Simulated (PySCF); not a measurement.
**A diatomic session: NaHg+**

One job finds the state of NaHg+, follows it along the bond with each method and fits the curves.

Program: PySCF 2.14.0. Level of theory: Na cc-pVDZ, Hg cc-pVDZ-PP with ECP60, scalar-relativistic core potentials. These are calculated values, not measurements.

### Step 1. The job

A driver script around PySCF takes these settings:

```
atoms                         : Na, Hg
charge                        : 1
basis                         : Na cc-pVDZ, Hg cc-pVDZ-PP with ECP60
Hamiltonian                   : scalar-relativistic core potentials
basis functions               : 56
electrons treated             : 30
masses in u                   : 22.9898, 201.9706
levels                        : PBE0, PBE, r²SCAN, BP86, B97-3, TPSSh, ωB97X, HF, MP2, SCS-MP2, CCSD, CCSD(T)
grid                          : 80 radial by 434 angular points
occupations                   : held fixed by the projection of orbital angular momentum
dissociation limit            : Na+ + Hg, each in its ground configuration
starting distance in angstrom : 3.050
values of 2S to try           : 0, 2
```

The run is started by

```sh
> OMP_NUM_THREADS=1 python dia.py task.json out
```

The runs that follow: The PBE0 curve of the state that the search chose; Other states along the same grid; PBE; r²SCAN; BP86 (GGA); B97-3 (global hybrid GGA); TPSSh; ωB97X (range-separated hybrid); RHF; Adding correlation.

What does the calculation give? Wanted: for each run, Re; ωe; De; μ.

**Answer**, as computed:

Lowest PBE0 solution found, without spin–orbit coupling: ¹Σ⁺ (singlet), closed shell. State 2 has its PBE0 minimum 4.20 eV higher. The other levels ran on the lowest alone.

| level | Re (Å) | ωe (cm⁻¹) | De (eV) | μ (D) |
| --- | --- | --- | --- | --- |
| RHF | 3.193 | 104.2 | 0.336 | -10.77 |
| RHF-MP2 | 3.134 | 109.0 | 0.310 | n/a |
| RHF-SCS-MP2 | 3.143 | 108.5 | 0.310 | n/a |
| RHF-CCSD | 3.150 | 109.9 | 0.343 | n/a |
| RHF-CCSD(T) | 3.150 | 110.3 | 0.342 | n/a |
| PBE | 3.065 | 114.0 | 0.357 | -10.58 |
| BP86 | 3.117 | 103.8 | 0.293 | -10.94 |
| r²SCAN | 3.065 | 113.2 | 0.345 | -10.63 |
| TPSSh | 3.078 | 113.2 | 0.350 | -10.57 |
| PBE0 | 3.067 | 114.3 | 0.355 | -10.51 |
| B97-3 | 3.142 | 100.4 | 0.294 | -10.97 |
| ωB97X | 3.144 | 104.5 | 0.319 | -10.94 |

De is counted to Na+ + Hg in their ground configurations. A positive dipole points from Na to Hg; in an ion it is taken about the centre of mass and does not tell which atom is negative.

The methods spread over 0.129 Å in bond length, from r²SCAN to RHF. CCSD(T) can't serve as the judge here: for a weak bond in this basis it is far from its limit. Among the levels with a De in the table, it runs from 0.293 eV (BP86) to 0.357 eV (PBE).

Correlated steps freeze 1 core orbital. Spin–orbit coupling is left out.
